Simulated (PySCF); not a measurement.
# C4H9BSi: the cost of one run

Programs: PySCF 2.14.0, with routines of our own; each step states its level. All values are computed. Atoms count from 0.

## Step 1: The starting structure

15 atoms, charge 0, multiplicity 1; geometry from: GFN2-xTB.

## Step 2: Optimising the geometry at PBE0-D3(BJ)/def2-SVP

What the job is given:

```
{"job": {"xc": "PBE0", "basis": "def2-SVP", "d3": "d3bj", "grid": 1, "kind": "geom"}, "charge": 0, "multiplicity": 1}
C      2.157054     0.312629     0.617530
C      1.869910    -0.408818    -0.465257
B      0.438778    -0.592409    -1.037600
C     -0.743307     0.206958    -0.458411
C     -1.159830     1.429386    -0.773894
Si    -1.664942    -0.768523     0.888467
H      3.160296     0.417796     1.004402
H      1.384267     0.826733     1.167700
H      2.700897    -0.899882    -0.962910
H      0.241372    -1.392706    -1.874230
H     -0.672553     2.017034    -1.539152
H     -2.006928     1.903959    -0.299468
H     -0.737330    -1.140818     1.962914
H     -2.727067     0.087313     1.423977
H     -2.245032    -1.990662     0.324020
```

Launch:

```sh
$ OMP_NUM_THREADS=1 python excited_run.py task.json out
```

This one command runs all jobs of the session in turn.

**Question.** How long does this first job take on 1 thread of Arm Neoverse N1, shared host, and how much memory does it need?

About 1.7 min, with a peak of 0.56 GiB.
